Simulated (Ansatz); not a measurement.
# C2H9AlSi2: the cost of one run

Method: functionals in def2-TZVPP, the program's frozen cores in correlated methods; program: Ansatz 0.2.0, Gaussian basis.

The runs, in order: PBE-D4, r2SCAN-D4, PBE0-D4, B3LYP-D4, ωB97X-V, ωB97M-V, B2PLYP; CCSD(T)/def2-TZVPP; MP2/def2-QZVPP; extrapolation to the limit.

## (1) Structure used throughout

The geometry comes from an earlier relaxation with PBE0-D4 in a triple-zeta def2 set; it is a stationary point, not always the lowest conformer.

SMILES `C[SiH2][Al]1[CH2][SiH2]1`, 14 atoms, charge 0, spin multiplicity 1.

Atoms are counted from 1 here; the program's logs count them from 0.

Bond lengths: C1–Si2 1.879 Å, C1–H6 1.092 Å, C1–H7 1.092 Å, C1–H8 1.092 Å, Si2–Al3 2.449 Å, Si2–H9 1.493 Å, Si2–H10 1.494 Å, Al3–C4 1.964 Å, Al3–Si5 2.341 Å, C4–Si5 1.918 Å, C4–H11 1.091 Å, C4–H12 1.093 Å, Si5–H13 1.489 Å, Si5–H14 1.489 Å. Angles: Si2–C1–H6 110.8°, Si2–C1–H7 110.6°, Si2–C1–H8 110.8°, H6–C1–H7 108.3°, H6–C1–H8 107.9°, H7–C1–H8 108.4°, C1–Si2–Al3 113.9°, C1–Si2–H9 110.0°, C1–Si2–H10 109.9°, Al3–Si2–H9 108.9°, Al3–Si2–H10 107.2°, H9–Si2–H10 106.7°, Si2–Al3–C4 142.3°, Si2–Al3–Si5 165.7°, C4–Al3–Si5 52.0°, Al3–C4–Si5 74.2°, Al3–C4–H11 121.5°, Al3–C4–H12 116.9° and more.

## (2) PBE-D4 (GGA)

Contents of in.yaml:

```yaml
crystal:
  periodic: [false, false, false]
  atoms:
    - {symbol: C, position_ang: [-2.788540, -0.118445, -1.077538]}
    - {symbol: Si, position_ang: [-1.244821, -1.159475, -0.827148]}
    - {symbol: Al, position_ang: [0.594878, 0.039070, 0.256786]}
    - {symbol: C, position_ang: [2.489503, -0.136813, 0.745279]}
    - {symbol: Si, position_ang: [1.944804, 1.591057, 1.374865]}
    - {symbol: H, position_ang: [-2.577881, 0.740360, -1.718048]}
    - {symbol: H, position_ang: [-3.578844, -0.709380, -1.545962]}
    - {symbol: H, position_ang: [-3.160621, 0.257749, -0.122517]}
    - {symbol: H, position_ang: [-0.768659, -1.690159, -2.138658]}
    - {symbol: H, position_ang: [-1.563697, -2.344409, 0.024724]}
    - {symbol: H, position_ang: [3.274628, -0.158891, -0.012329]}
    - {symbol: H, position_ang: [2.732959, -0.852459, 1.535072]}
    - {symbol: H, position_ang: [2.612139, 2.729352, 0.685010]}
    - {symbol: H, position_ang: [2.021151, 1.783042, 2.849267]}
basis:
  gaussian: {orbitals: def2-TZVPP}
hamiltonian: {xc: pbe, dispersion: d4}
output: {forces: true, orbitals: {seedname: orbitals}}
```

Run with:

```sh
> ansatz run in.yaml --threads 4 --pin off --events-out ev --progress --plain --max-ram 10444MiB
```

Q: Estimate wall time and peak memory on 4 threads of Arm Neoverse V1, shared host.

About 4.5 s, with a peak of 0.48 GiB.
